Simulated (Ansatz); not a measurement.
# ZnSe3: the cost of one run

Program: Ansatz 0.2.0. Level of theory: DFT PBE, scalar-relativistic, plane waves, PAW. These are calculated values, not measurements.

**1. The system as given**

The structure is hexagonal, space group P6_3/mmc (No. 194). Conventional cell: a = 6.462 Å, b = 6.462 Å, c = 5.187 Å, α = 90.00°, β = 90.00°, γ = 120.00°. Zn (site symmetry -6m2) is surrounded by 12 Se at 3.19 to 3.23 Å. Around Se (site symmetry mm2) lie 4 Zn at 3.19 to 3.23 Å and 8 Se at 3.20 to 3.24 Å.

Coordinates:

```cif
data_structure
_symmetry_space_group_name_H-M 'P6_3/mmc'
_symmetry_Int_Tables_number 194
_cell_length_a 6.4618
_cell_length_b 6.4618
_cell_length_c 5.1866
_cell_angle_alpha 90.000
_cell_angle_beta 90.000
_cell_angle_gamma 120.000
_cell_volume 187.55
loop_
_atom_site_label
_atom_site_type_symbol
_atom_site_symmetry_multiplicity
_atom_site_Wyckoff_symbol
_atom_site_fract_x
_atom_site_fract_y
_atom_site_fract_z
_atom_site_occupancy
Zn1 Zn 2 c 0.33333 0.66667 0.25000 1
Se1 Se 6 h 0.83300 0.66600 0.25000 1
```

This is candidate A: Ni3Sn (D0_19) type (P6_3/mmc, No. 194).

(A quick probe on a coarse mesh, which set the mesh and smearing, is not shown.)

**3. Coarse relaxation (candidate A)**

Input file input.yaml:

```yaml
crystal:
  lattice:
    - [6.4617972352, 0.0, 0.0]
    - [-3.2308986176, 5.5960805598, 0.0]
    - [0.0, 0.0, 5.1865892869]
  atoms:
    - { symbol: Zn, position: [0.3333333333, 0.6666666667, 0.25] }
    - { symbol: Zn, position: [0.6666666667, 0.3333333333, 0.75] }
    - { symbol: Se, position: [0.833, 0.666, 0.25] }
    - { symbol: Se, position: [0.167, 0.833, 0.75] }
    - { symbol: Se, position: [0.334, 0.167, 0.25] }
    - { symbol: Se, position: [0.167, 0.334, 0.75] }
    - { symbol: Se, position: [0.833, 0.167, 0.25] }
    - { symbol: Se, position: [0.666, 0.833, 0.75] }
basis:
  ecutwfc: 420
kpoints:
  mp_grid: { grid: [3, 3, 4] }
hamiltonian:
  xc: pbe
scf:
  occupations: { method: gaussian, width: 0.1 }
  lower_state_search: "off"
output:
  forces: true
  stress: true
  eigenvalues: true
relax:
  adjacent_minimum: "off"
  f_tol: 0.04
  max_steps: 70
  cell: { stress_tol: 0.4 }
```

The run is started by

```console
ansatz run input.yaml --threads 1 --pin off --max-ram 2560MiB --backend cpu --events-out ev --progress --plain --runs-dir out
```

What time and memory should one allow on 1 thread of AMD EPYC 9R45 (Zen 5), shared host?

About 23 s, with a peak of 0.53 GiB.
